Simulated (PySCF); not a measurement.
# C6H14O2Si: the cost of one run

Programs: PySCF 2.14.0, with density-fitted response routines of our own. Each step states its level of theory. These are calculated values for one molecule, in the gas phase or a continuum, unless marked as measured. Atoms count from 0, in the outputs and in this text.

## Step 1: The molecule as given

23 atoms, charge 0, multiplicity 1; geometry from: GFN2-xTB. The atoms were then displaced at random by about 0.01 Å, so the start is not that level's minimum.

Bonds of the start (Å): C0–C1 1.55, C1–C2 1.51, C1–O3 1.39, O3–Si4 1.66, Si4–O5 1.62, Si4–C6 1.88, C6–C7 1.50, C7–C8 1.47, C8–C6 1.50, C0–H9 1.07, C0–H10 1.07, C0–H11 1.09, C1–H12 1.10, C2–H13 1.07, C2–H14 1.08, C2–H15 1.11, Si4–H16 1.49, O5–H17 0.94, C6–H18 1.09, C7–H19 1.11, C7–H20 1.09, C8–H21 1.11, C8–H22 1.05.

## Step 2: Optimising the geometry at PBE0-D3(BJ)/def2-SVP

The job: settings as JSON, then the geometry in Å.

```
{"job": {"xc": "PBE0", "basis": "def2-SVP", "d3": "d3bj", "grid": 1, "shake": 0.01, "kind": "geom"}, "charge": 0, "multiplicity": 1}
C      1.797050    -1.390030     0.512910
C      1.746500     0.155840     0.451800
C      3.116580     0.731550     0.158270
O      0.912160     0.575680    -0.570910
Si    -0.647130     1.119200    -0.458540
O     -1.152360     1.253850    -1.987010
C     -1.823100    -0.026110     0.452770
C     -3.286740     0.012230     0.132550
C     -2.490400    -1.171620    -0.240450
H      2.117760    -1.761750    -0.434100
H      2.433790    -1.706560     1.306240
H      0.780560    -1.739570     0.705200
H      1.365320     0.559770     1.407060
H      3.474220     0.374270    -0.787770
H      3.083410     1.808340     0.132970
H      3.835980     0.447910     0.949490
H     -0.643020     2.456110     0.193790
H     -0.509870     1.377470    -2.667760
H     -1.600490    -0.215530     1.499090
H     -4.029760    -0.091210     0.956420
H     -3.646790     0.676990    -0.651190
H     -2.267770    -1.332320    -1.318030
H     -2.618210    -2.090950     0.260030
```

Launch:

```console
> OMP_NUM_THREADS=1 python probes_run.py task.json out
```

This one command runs all jobs of the session in turn.

**Question.** How long does this first job take on 1 thread of Intel Xeon at 2.70GHz, shared host, and how much memory does it need?

About 9.1 min, with a peak of 0.88 GiB.
